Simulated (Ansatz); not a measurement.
Wanted: the native input for an Ansatz 0.2.0 run.

- Task: relaxation of the atoms
- Functional: PBE
- Potentials or basis: all-electron LAPW, scalar-relativistic
- Basis error allowed: 0.002 eV/atom
- k mesh: 7 × 7 × 1
- Occupations: fermi-dirac, width 0.05 eV
- Spin: no spin polarisation
- Boundary across the vacuum: open (a slab, not repeated across the vacuum)

The system is Ga, a sheet with vacuum.

```xyz
2
Lattice="4.3305 0.0000 0.0000 -2.1652 3.7503 0.0000 0.0000 0.0000 23.8000" Properties=species:S:1:pos:R:3 pbc="T T T"
Ga    0.0000    2.5002    7.0001
Ga    2.1653    1.2501    7.0001
```

The cell was built by a generator and needn't be a form met in nature.

The input as run:

input.yaml

```yaml
crystal:
  lattice:
    - [4.33047, 0.0, 0.0]
    - [-2.16523, 3.7503, 0.0]
    - [0.0, 0.0, 23.8]
  atoms:
    - { symbol: Ga, position: [0.33333, 0.66667, 0.29412] }
    - { symbol: Ga, position: [0.66667, 0.33333, 0.29412] }
  periodic: [true, true, false]
kpoints:
  mp_grid: { grid: [7, 7, 1] }
scf:
  occupations: { method: fermi_dirac, width: 0.05 }
hamiltonian:
  xc: pbe
  pseudopotentials: { kind: all_electron, lapw: { basis_error: 0.002 } }
output:
  forces: true
  stress: true
relax:
  f_tol: 0.005
  max_steps: 60
```

Potentials or basis: all-electron LAPW, scalar-relativistic.

Command:

```sh
$ ansatz run input.yaml --threads 4 --pin off --max-ram 12288MiB --backend cpu --events-out ev --progress --plain --runs-dir out
```

It gave:

| Item | Value |
| --- | --- |
| Work function | 4.33 eV |

Caveat: the relaxation stopped at its first step, so nothing moved.

Wall time 4.2 s on 4 threads of Arm Neoverse V2, with other jobs on the host, peak memory 0.69 GiB.
